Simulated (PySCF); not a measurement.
# CH8Ge2: NMR shifts, electronic excitations and K edges in gas and solvents

Aim: compute the NMR shifts, electronic excitations and K edges of CH8Ge2 (`[CH3][GeH2][GeH3]`), and see what a dielectric continuum does where one was used.

Programs: PySCF 2.14.0, with density-fitted response routines of our own. Each step states its level of theory. These are calculated values for one molecule, in the gas phase or a continuum, unless marked as measured. Atoms count from 0, in the outputs and in this text.

### 1 The starting structure

11 atoms, charge 0, multiplicity 1; geometry from: GFN2-xTB.

Bonds of the start (Å): C0–Ge1 1.97, Ge1–Ge2 2.38, C0–H3 1.09, C0–H4 1.09, C0–H5 1.09, Ge1–H6 1.51, Ge1–H7 1.51, Ge2–H8 1.50, Ge2–H9 1.50, Ge2–H10 1.50.

### 2 Geometry optimisation at PBE0-D3(BJ)/def2-SVP

What the job is given:

```
{"job": {"xc": "PBE0", "basis": "def2-SVP", "d3": "d3bj", "grid": 1, "kind": "geom"}, "charge": 0, "multiplicity": 1}
C     -1.663811     0.754661    -0.021134
Ge    -0.412657    -0.767644    -0.043624
Ge     1.870146    -0.099598     0.047823
H     -2.695412     0.415896    -0.065240
H     -1.483303     1.408755    -0.871293
H     -1.536062     1.339896     0.886818
H     -0.745334    -1.692926     1.101747
H     -0.676248    -1.600754    -1.273848
H      2.280327     0.781062    -1.095397
H      2.213022     0.691744     1.275372
H      2.854758    -1.228422     0.032814
```

Log:

```text
step   0  E = -4195.79548949  max force = 0.015328
step   1  E = -4195.79987064  max force = 0.004640
step   2  E = -4195.80026181  max force = 0.000598
step   3  E = -4195.80026728  max force = 0.000241
optimisation converged
```

Wall time 48 s (1 thread, shared host).

Relaxation path:

| step | energy from step 0 (eV) | largest force component (eV/Å) |
| --- | --- | --- |
| 0 | 0.0000 | 0.7882 |
| 1 | -0.1192 | 0.2386 |
| 2 | -0.1299 | 0.0308 |
| 3 | -0.1300 | 0.0124 |

Close pairs (by a distance rule), those that changed most:

| bond | before (Å) | after (Å) | change (Å) |
| --- | --- | --- | --- |
| Ge2–H10 | 1.498 | 1.541 | +0.043 |
| Ge2–H9 | 1.500 | 1.542 | +0.042 |
| Ge1–Ge2 | 2.380 | 2.422 | +0.042 |
| Ge2–H8 | 1.500 | 1.542 | +0.041 |
| Ge1–H7 | 1.509 | 1.544 | +0.035 |
| Ge1–H6 | 1.510 | 1.544 | +0.034 |
| C0–H3 | 1.087 | 1.100 | +0.013 |
| C0–Ge1 | 1.971 | 1.958 | -0.013 |

The next job starts from the end point, and lists it.

| at the end point | value |
| --- | --- |
| point group (found at 0.08 Å tolerance) | Cs |
| rotational constants (GHz, main isotopes) | 9.497, 1.670, 1.486 |
| dipole moment (D) | 0.85 |

### 3 NMR shieldings: PBE0/pcSseg-1 in chloroform

What the job is given:

```
{"job": {"kind": "nmr", "xc": "PBE0", "basis": "pcSseg-1", "solvent": "chloroform", "pop": true}, "charge": 0, "multiplicity": 1}
C     -1.556626     0.662961     0.026469
Ge    -0.354354    -0.882258    -0.000653
Ge     1.958530    -0.168172     0.078979
H     -2.604007     0.330729    -0.016044
H     -1.360179     1.315515    -0.836245
H     -1.410303     1.245672     0.947176
H     -0.652307    -1.798050     1.205665
H     -0.592107    -1.705217    -1.284890
H      2.287484     0.733380    -1.127642
H      2.227691     0.641873     1.363043
H      2.922838    -1.369474     0.058548
```

Level: GIAO PBE0/pcSseg-1 NMR shielding, non-relativistic, IEF-PCM chloroform.

Log:

```text
coarse grid: 39792 points
cycle   1  E = -4195.8180818280  dE = -1.484e+00  |g| = 1.175e+00  |ddm| = 2.988e+00
cycle   2  E = -4195.7873958970  dE =  3.069e-02  |g| = 1.141e+00  |ddm| = 9.935e-01
cycle   3  E = -4195.8996725284  dE = -1.123e-01  |g| = 1.086e-01  |ddm| = 6.498e-01
cycle   4  E = -4195.9013801429  dE = -1.708e-03  |g| = 2.634e-02  |ddm| = 9.775e-02
cycle   5  E = -4195.9015635097  dE = -1.834e-04  |g| = 4.171e-03  |ddm| = 2.265e-02
cycle   6  E = -4195.9015671197  dE = -3.610e-06  |g| = 8.401e-04  |ddm| = 5.164e-03
final grid: 80264 points
cycle   7  E = -4195.9014964081  dE = -8.753e-08  |g| = 9.502e-04  |ddm| = 2.390e-03
cycle   8  E = -4195.9014964012  dE =  6.855e-09  |g| = 1.219e-03  |ddm| = 1.926e-03
cycle   9  E = -4195.9014965863  dE = -1.851e-07  |g| = 8.502e-05  |ddm| = 8.364e-04
cycle  10  E = -4195.9014965888  dE = -2.531e-09  |g| = 3.091e-06  |ddm| = 1.167e-04
cycle  11  E = -4195.9014965889  dE = -1.728e-11  |g| = 2.019e-06  |ddm| = 5.185e-06
converged SCF energy = -4195.9014965889

GIAO shielding tensors (ppm)
atom      isotropic    diamagn.    paramagn.     s11        s22        s33       span
  0 C      191.551     251.602     -60.051    187.211    192.569    194.873      7.662
  1 Ge    1550.337    2756.058   -1205.721   1490.182   1509.023   1651.807    161.625
  2 Ge    1658.272    2756.204   -1097.932   1642.331   1650.250   1682.236     39.904
  3 H       30.632      28.713       1.919     24.795     27.213     39.888     15.092
  4 H       30.883      30.361       0.522     25.371     28.494     38.784     13.414
  5 H       30.881      30.271       0.610     25.383     28.466     38.794     13.411
  6 H       27.366      28.975      -1.610     20.930     22.402     38.765     17.834
  7 H       27.367      28.998      -1.630     20.930     22.411     38.761     17.831
  8 H       27.765      28.507      -0.742     21.381     22.799     39.114     17.733
  9 H       27.765      28.497      -0.732     21.381     22.805     39.110     17.729
 10 H       27.703      28.113      -0.410     21.259     22.264     39.585     18.326
```

Wall time 24 s (1 thread, shared host).

Shifts follow as δ = σ(reference) − σ, with reference shieldings (ppm) from runs at the same level and on the same kind of geometry: 1H TMS 31.25, 13C TMS 185.2, 73Ge GeMe4 1330. The references are single molecules in the same continuum. Atoms listed in one row are averaged.

| atoms | environment | σ (ppm) | δ (ppm) |
| --- | --- | --- | --- |
| C0 | methyl carbon bonded to Ge | 191.6 | -6.4 |
| H6, H7 | hydrogen on a germanium bonded to C, Ge | 27.37 | 3.88 |
| H8, H9, H10 | hydrogen on a germanium bonded to Ge | 27.74 | 3.50 |
| H3, H4, H5 | hydrogen on a methyl carbon bonded to Ge | 30.80 | 0.45 |
| Ge1 | germanium bonded to C, Ge, 2 H | 1550 | -221 |
| Ge2 | germanium bonded to Ge, 3 H | 1658 | -329 |

Charges from the same density, by scheme (e):

| atoms | Mulliken | IAO | Hirshfeld | ESP fit |
| --- | --- | --- | --- | --- |
| C0 | -0.56 | -0.66 | -0.20 | -0.45 |
| Ge1 | 0.13 | 0.39 | 0.25 | 0.40 |
| Ge2 | -0.01 | 0.18 | 0.19 | -0.01 |

Mayer bond orders: C0–Ge1 1.00, Ge1–Ge2 0.92.

### 4 Shielding tensors: PBE0/pcSseg-1 in water

Same as in step 3 but for these lines:

```diff
@@ -1,2 +1,2 @@
-{"job": {"kind": "nmr", "xc": "PBE0", "basis": "pcSseg-1", "solvent": "chloroform", "pop": true}, "charge": 0, "multiplicity": 1}
+{"job": {"kind": "nmr", "xc": "PBE0", "basis": "pcSseg-1", "solvent": "water", "pop": false}, "charge": 0, "multiplicity": 1}
 C     -1.556626     0.662961     0.026469
```

Method: GIAO PBE0/pcSseg-1 NMR shielding, non-relativistic, IEF-PCM water.

Log:

```text
coarse grid: 39792 points
cycle   1  E = -4195.8185194423  dE = -1.484e+00  |g| = 1.175e+00  |ddm| = 2.988e+00
cycle   2  E = -4195.7886591213  dE =  2.986e-02  |g| = 1.139e+00  |ddm| = 9.935e-01
cycle   3  E = -4195.9000727080  dE = -1.114e-01  |g| = 1.073e-01  |ddm| = 6.455e-01
cycle   4  E = -4195.9017033945  dE = -1.631e-03  |g| = 2.506e-02  |ddm| = 9.482e-02
cycle   5  E = -4195.9018674030  dE = -1.640e-04  |g| = 4.077e-03  |ddm| = 2.132e-02
cycle   6  E = -4195.9018708230  dE = -3.420e-06  |g| = 8.020e-04  |ddm| = 5.031e-03
final grid: 80264 points
cycle   7  E = -4195.9018001433  dE = -8.598e-08  |g| = 9.180e-04  |ddm| = 2.319e-03
cycle   8  E = -4195.9018001364  dE =  6.926e-09  |g| = 1.181e-03  |ddm| = 1.801e-03
cycle   9  E = -4195.9018002961  dE = -1.597e-07  |g| = 7.634e-05  |ddm| = 7.772e-04
cycle  10  E = -4195.9018002982  dE = -2.095e-09  |g| = 3.176e-06  |ddm| = 1.089e-04
cycle  11  E = -4195.9018002982  dE =  7.276e-12  |g| = 2.511e-06  |ddm| = 6.656e-06
converged SCF energy = -4195.9018002982

GIAO shielding tensors (ppm)
atom      isotropic    diamagn.    paramagn.     s11        s22        s33       span
  0 C      191.724     251.704     -59.980    187.417    192.638    195.118      7.701
  1 Ge    1549.410    2756.027   -1206.617   1488.831   1507.912   1651.489    162.657
  2 Ge    1657.932    2756.216   -1098.285   1642.073   1649.287   1682.435     40.362
  3 H       30.613      28.677       1.935     24.762     27.188     39.888     15.126
  4 H       30.846      30.336       0.510     25.314     28.453     38.772     13.459
  5 H       30.845      30.245       0.599     25.326     28.426     38.782     13.456
  6 H       27.388      29.003      -1.614     20.959     22.429     38.778     17.819
  7 H       27.391      29.027      -1.636     20.960     22.438     38.775     17.815
  8 H       27.768      28.523      -0.755     21.388     22.804     39.113     17.724
  9 H       27.770      28.514      -0.745     21.389     22.810     39.109     17.720
 10 H       27.723      28.144      -0.421     21.283     22.289     39.597     18.314
```

Wall time 23 s (1 thread, shared host).

In short: δ C0 -6.2, Ge1 -220, Ge2 -329, H6 3.85, H8 3.49 ppm (means over like atoms).

### 5 TDDFT and polarisability: B3LYP/def2-SVPD

Same as in step 4 but for these lines:

```diff
@@ -1,2 +1,2 @@
-{"job": {"kind": "nmr", "xc": "PBE0", "basis": "pcSseg-1", "solvent": "water", "pop": false}, "charge": 0, "multiplicity": 1}
+{"job": {"kind": "uv", "xc": "B3LYP", "basis": "def2-SVPD", "dynamic": true, "nstates": 6, "ntriplets": 0}, "charge": 0, "multiplicity": 1}
 C     -1.556626     0.662961     0.026469
```

Method: TDDFT B3LYP/def2-SVPD, vertical, gas phase, core orbitals frozen in the response.

Log:

```text
coarse grid: 39792 points
cycle   1  E = -4196.4244294867  dE = -1.334e+00  |g| = 6.106e-01  |ddm| = 3.491e+00
cycle   2  E = -4196.3939178996  dE =  3.051e-02  |g| = 7.214e-01  |ddm| = 9.664e-01
cycle   3  E = -4196.4726520999  dE = -7.873e-02  |g| = 4.922e-02  |ddm| = 6.329e-01
cycle   4  E = -4196.4733678404  dE = -7.157e-04  |g| = 1.576e-02  |ddm| = 7.377e-02
cycle   5  E = -4196.4734207152  dE = -5.287e-05  |g| = 3.266e-03  |ddm| = 1.961e-02
cycle   6  E = -4196.4734239653  dE = -3.250e-06  |g| = 5.524e-04  |ddm| = 6.275e-03
final grid: 80264 points
cycle   7  E = -4196.4733567025  dE = -9.395e-08  |g| = 5.618e-04  |ddm| = 5.395e-03
cycle   8  E = -4196.4733566933  dE =  9.239e-09  |g| = 6.696e-04  |ddm| = 1.788e-03
cycle   9  E = -4196.4733568004  dE = -1.072e-07  |g| = 6.765e-05  |ddm| = 8.422e-04
cycle  10  E = -4196.4733568015  dE = -1.117e-09  |g| = 7.163e-06  |ddm| = 9.502e-05
cycle  11  E = -4196.4733568016  dE = -2.092e-11  |g| = 3.765e-06  |ddm| = 1.218e-05
converged SCF energy = -4196.4733568016

Static polarisability (au): isotropic 82.309, principal 71.076 77.871 97.979

Singlet excitations
state   eV       nm        f      main configurations
  1   6.7819    182.8   0.01497   H->L+1 0.66, H->L 0.32
  2   6.9839    177.5   0.20557   H->L 0.50, H->L+1 0.24, H->L+2 0.23
  3   7.2172    171.8   0.28726   H->L+2 0.72, H->L 0.14
  4   7.3872    167.8   0.02138   H->L+3 0.93
  5   7.7047    160.9   0.07694   H-1->L 0.83, H->L+4 0.09
  6   7.7670    159.6   0.00017   H->L+4 0.87, H-1->L 0.09
```

Run time: 26 s. Hardware: 1 thread, shared host.

The orbitals next to the gap, with their largest atomic shares:

| orbital | eV | atoms |
| --- | --- | --- |
| HOMO−3 | -9.45 | Ge2 36 %, H10 26 %, Ge1 9 % |
| HOMO−2 | -8.87 | Ge1 27 %, H6 17 %, H7 16 % |
| HOMO−1 | -8.70 | C0 31 %, Ge1 24 %, Ge2 9 % |
| HOMO | -7.69 | Ge2 34 %, Ge1 30 %, C0 9 % |
| LUMO | -0.09 | Ge1 30 %, Ge2 18 %, H6 10 % |
| LUMO+1 | -0.03 | Ge2 38 %, Ge1 13 %, H10 12 % |
| LUMO+2 | 0.30 | Ge2 27 %, Ge1 21 %, C0 12 % |

With each of the 6 states as a Gaussian band of 0.4 eV half-width at 1/e, the curve within the window shown has maxima at 174 nm (ε 20,000) L/(mol cm). Beyond the last state computed it falls off for lack of states. The curve at chosen wavelengths:

(nm, ε (L/mol/cm)): (154, 1557), (156, 2544), (158, 3814), (160, 5395), (161, 6319), (163, 8473), (165, 11013), (167, 13768), (169, 16388), (171, 18435), (172, 19117), (174, 19640), (176, 18998), (178, 17337), (180, 14966), (182, 12257), (183, 10885), (185, 8281), (187, 6019), (189, 4189), (191, 2799), (193, 1800), (194, 1424), (196, 868), (198, 512), (200, 293)

Further results of this job:

| property | computed |
| --- | --- |
| dipole moment (D) | 0.81 |
| polarisability (Å³) | 12.20 |
| HOMO–LUMO gap (eV) | 7.60 |
| −ε(HOMO) (eV) | 7.69 |
| C6 with itself (au) | 2169 |

### 6 TDDFT and polarisability: B3LYP/def2-SVPD in chloroform

Same as in step 5 but for these lines:

```diff
@@ -1,2 +1,2 @@
-{"job": {"kind": "uv", "xc": "B3LYP", "basis": "def2-SVPD", "dynamic": true, "nstates": 6, "ntriplets": 0}, "charge": 0, "multiplicity": 1}
+{"job": {"kind": "uv", "xc": "B3LYP", "basis": "def2-SVPD", "solvent": "chloroform", "nstates": 6, "ntriplets": 0}, "charge": 0, "multiplicity": 1}
 C     -1.556626     0.662961     0.026469
```

Level: TDDFT B3LYP/def2-SVPD, vertical, IEF-PCM chloroform (non-equilibrium linear response), core orbitals frozen in the response.

Log:

```text
coarse grid: 39792 points
cycle   1  E = -4196.4256134432  dE = -1.335e+00  |g| = 6.092e-01  |ddm| = 3.491e+00
cycle   2  E = -4196.3972005148  dE =  2.841e-02  |g| = 7.149e-01  |ddm| = 9.733e-01
cycle   3  E = -4196.4736304704  dE = -7.643e-02  |g| = 4.377e-02  |ddm| = 6.236e-01
cycle   4  E = -4196.4741508974  dE = -5.204e-04  |g| = 1.555e-02  |ddm| = 6.720e-02
cycle   5  E = -4196.4742018821  dE = -5.098e-05  |g| = 2.686e-03  |ddm| = 1.910e-02
cycle   6  E = -4196.4742040313  dE = -2.149e-06  |g| = 4.315e-04  |ddm| = 5.623e-03
final grid: 80264 points
cycle   7  E = -4196.4741370431  dE = -9.092e-08  |g| = 4.371e-04  |ddm| = 5.238e-03
cycle   8  E = -4196.4741370407  dE =  2.443e-09  |g| = 5.268e-04  |ddm| = 1.409e-03
cycle   9  E = -4196.4741370958  dE = -5.516e-08  |g| = 4.543e-05  |ddm| = 6.193e-04
cycle  10  E = -4196.4741370964  dE = -6.148e-10  |g| = 5.689e-06  |ddm| = 8.300e-05
converged SCF energy = -4196.4741370964

Static polarisability (au): isotropic 104.643, principal 91.775 99.793 122.360

Singlet excitations
state   eV       nm        f      main configurations
  1   6.8027    182.3   0.02386   H->L+1 0.98
  2   6.8810    180.2   0.48573   H->L 0.91
  3   7.1506    173.4   0.25345   H->L+2 0.91
  4   7.3473    168.7   0.04168   H->L+3 0.94
  5   7.6575    161.9   0.08030   H-1->L 0.81, H-1->L+1 0.10
  6   7.7493    160.0   0.00092   H->L+4 0.92
```

Run time: 24 s. Hardware: 1 thread, shared host.

Key values: HOMO -7.58 eV, LUMO 0.00 eV; lowest singlet 6.80 eV.

### 7 Ultraviolet spectrum: B3LYP/def2-SVPD in water

Same as in step 6 but for these lines:

```diff
@@ -1,2 +1,2 @@
-{"job": {"kind": "uv", "xc": "B3LYP", "basis": "def2-SVPD", "solvent": "chloroform", "nstates": 6, "ntriplets": 0}, "charge": 0, "multiplicity": 1}
+{"job": {"kind": "uv", "xc": "B3LYP", "basis": "def2-SVPD", "solvent": "water", "nstates": 6, "ntriplets": 0}, "charge": 0, "multiplicity": 1}
 C     -1.556626     0.662961     0.026469
```

With the program's defaults for keys left out, this is: TDDFT B3LYP/def2-SVPD, vertical, IEF-PCM water (non-equilibrium linear response), core orbitals frozen in the response.

Log:

```text
coarse grid: 39792 points
cycle   1  E = -4196.4260824432  dE = -1.335e+00  |g| = 6.087e-01  |ddm| = 3.491e+00
cycle   2  E = -4196.3985039894  dE =  2.758e-02  |g| = 7.123e-01  |ddm| = 9.773e-01
cycle   3  E = -4196.4740132024  dE = -7.551e-02  |g| = 4.211e-02  |ddm| = 6.202e-01
cycle   4  E = -4196.4744831365  dE = -4.699e-04  |g| = 1.552e-02  |ddm| = 6.600e-02
cycle   5  E = -4196.4745341111  dE = -5.097e-05  |g| = 2.536e-03  |ddm| = 1.902e-02
cycle   6  E = -4196.4745360019  dE = -1.891e-06  |g| = 3.995e-04  |ddm| = 5.464e-03
final grid: 80264 points
cycle   7  E = -4196.4744691740  dE = -9.097e-08  |g| = 4.017e-04  |ddm| = 5.190e-03
cycle   8  E = -4196.4744691731  dE =  9.186e-10  |g| = 4.850e-04  |ddm| = 1.302e-03
cycle   9  E = -4196.4744692170  dE = -4.386e-08  |g| = 3.963e-05  |ddm| = 5.549e-04
cycle  10  E = -4196.4744692175  dE = -4.748e-10  |g| = 5.188e-06  |ddm| = 7.975e-05
converged SCF energy = -4196.4744692175

Static polarisability (au): isotropic 116.638, principal 104.283 111.971 133.660

Singlet excitations
state   eV       nm        f      main configurations
  1   6.8192    181.8   0.03124   H->L+1 0.98
  2   6.8903    179.9   0.43784   H->L 0.91
  3   7.1579    173.2   0.24306   H->L+2 0.90
  4   7.3477    168.7   0.03593   H->L+3 0.94
  5   7.6467    162.1   0.07896   H-1->L 0.83, H-1->L+1 0.10
  6   7.7506    160.0   0.00205   H->L+4 0.93
```

Wall time 24 s (1 thread, shared host).

In short: HOMO -7.56 eV, LUMO 0.01 eV; lowest singlet 6.82 eV.

### 8 K-edge absorption: BHandHLYP/def2-SVPD+aug-pcX-1+pcseg-1

Same as in step 7 but for these lines:

```diff
@@ -1,2 +1,2 @@
-{"job": {"kind": "uv", "xc": "B3LYP", "basis": "def2-SVPD", "solvent": "water", "nstates": 6, "ntriplets": 0}, "charge": 0, "multiplicity": 1}
+{"job": {"kind": "xas", "xc": "BHandHLYP", "basis": {"default": "aug-pcX-1", "H": "pcseg-1", "Ge": "def2-SVPD"}}, "charge": 0, "multiplicity": 1}
 C     -1.556626     0.662961     0.026469
```

Method: core-valence-separated TDA BHandHLYP/aug-pcX-1 H:pcseg-1 Ge:def2-SVPD, K edges, non-relativistic, gas phase.

Log:

```text
coarse grid: 39792 points
cycle   1  E = -4196.2971614855  dE = -1.388e+00  |g| = 3.992e-01  |ddm| = 2.998e+00
cycle   2  E = -4196.3059522675  dE = -8.791e-03  |g| = 3.528e-01  |ddm| = 5.090e-01
cycle   3  E = -4196.3222102587  dE = -1.626e-02  |g| = 1.784e-02  |ddm| = 2.705e-01
cycle   4  E = -4196.3223097878  dE = -9.953e-05  |g| = 6.533e-03  |ddm| = 3.678e-02
cycle   5  E = -4196.3223200730  dE = -1.029e-05  |g| = 1.093e-03  |ddm| = 6.843e-03
cycle   6  E = -4196.3223203793  dE = -3.063e-07  |g| = 1.630e-04  |ddm| = 1.453e-03
final grid: 80264 points
cycle   7  E = -4196.3222762938  dE = -2.921e-08  |g| = 8.542e-05  |ddm| = 1.185e-03
cycle   8  E = -4196.3222762960  dE = -2.242e-09  |g| = 4.682e-05  |ddm| = 2.119e-04
cycle   9  E = -4196.3222762967  dE = -6.785e-10  |g| = 9.874e-06  |ddm| = 5.843e-05
converged SCF energy = -4196.3222762967

C K edge
   eV          f      from atoms
  285.132   0.00401   C0
  285.658   0.03798   C0
  286.150   0.02966   C0
  286.233   0.03447   C0
  286.749   0.00561   C0
  286.817   0.00340   C0
  286.959   0.00001   C0
  287.239   0.00041   C0
```

It took 10 s on 1 thread, shared host.

### 9 Side by side: NMR shifts

Shifts (ppm), means over like atoms, with basis size and wall time:

| run | C0 | H6 | H8 | H3 | Ge1 | Ge2 | functions | time |
| --- | --- | --- | --- | --- | --- | --- | --- | --- |
| PBE0/pcSseg-1 in chloroform | -6.4 | 3.88 | 3.50 | 0.45 | -221 | -329 | 139 | 24 s |
| PBE0/pcSseg-1 in water | -6.2 | 3.85 | 3.49 | 0.47 | -220 | -329 | 139 | 23 s |

The continuum's effect on the ground state:

| solvent | ε | polarisation energy (Eh) | μ (D) |
| --- | --- | --- | --- |
| chloroform | 4.71 | -0.0008 | 0.95 |
| water | 78.36 | -0.0011 | 1.02 |

### 10 Run by run: electronic excitations

Excitations and ground-state properties, with basis size and wall time:

| run | lowest singlet (eV) | brightest (eV) | f | gap (eV) | α (Å³) | μ (D) | functions | time |
| --- | --- | --- | --- | --- | --- | --- | --- | --- |
| B3LYP/def2-SVPD | 6.78 | 7.22 | 0.287 | 7.60 | 12.20 | 0.81 | 160 | 26 s |
| B3LYP/def2-SVPD in chloroform | 6.80 | 6.88 | 0.486 | 7.58 | 15.51 | 1.00 | 160 | 24 s |
| B3LYP/def2-SVPD in water | 6.82 | 6.89 | 0.438 | 7.57 | 17.28 | 1.08 | 160 | 24 s |

The continuum's effect on the ground state:

| solvent | ε | polarisation energy (Eh) | μ (D) |
| --- | --- | --- | --- |
| chloroform | 4.71 | -0.0008 | 1.00 |
| water | 78.36 | -0.0013 | 1.08 |

### 11 Outcome

| quantity | value |
| --- | --- |
| point group | Cs |
| rotational constants (main isotopes) | 9.50, 1.67, 1.49 GHz |
| 13C shifts against TMS (PBE0/pcSseg-1, chloroform) | -6.4 ppm |
| 1H shifts against TMS (PBE0/pcSseg-1, chloroform, means over atoms taken as alike) | 3.88, 3.50, 0.45 ppm |
| 73Ge shifts against GeMe4 (PBE0/pcSseg-1, chloroform) | -221, -329 ppm |
| lowest singlet (B3LYP/def2-SVPD) | 6.78 eV (183 nm), f = 0.015 |
| brightest single state of those computed | state 3, 7.22 eV, f = 0.287 |
| C K edge | first line 285.13 eV, strongest 285.66 eV (f = 0.038) |
| range of the shift of Ge1 | -221 to -220 ppm |
| range of the lowest singlet | 6.78 to 6.82 eV |

What this shows: The optimisation took 3 steps and gained 0.130 eV; among the close pairs (by a distance rule), Ge2–H10 changed most, from 1.498 to 1.541 Å. At PBE0/pcSseg-1: The largest span, 162 ppm, is at Ge1, where the paramagnetic term is -1206 ppm. The lowest singlet, at 6.78 eV, is HOMO→LUMO+1 0.66, HOMO→LUMO 0.32 and is weak; of the 6 states computed, the strongest absorption comes from state 3 at 7.22 eV. At the C edge the strongest single line lifts a 1s electron of C0 into several orbitals, led by LUMO+2 (weight 0.25), 0.5 eV above the first line. Absolute edge energies from this method are off by several eV; spacings are better. In ppm, Ge1 moves most: its shift spreads over 1 ppm, from -221 (PBE0/pcSseg-1 in chloroform) to -220 (PBE0/pcSseg-1 in water). The continuum holds electrostatics alone: no hydrogen bonds to the solvent, and the gas-phase geometry is kept. The lowest singlet runs from 6.78 eV (B3LYP/def2-SVPD) to 6.82 eV (B3LYP/def2-SVPD in water), while the orbital gap spans 7.57 to 7.60 eV. The lowest state need not be the same one in every run. Spin-orbit coupling is left out, which matters for shieldings and couplings at and beside the heavy atoms.
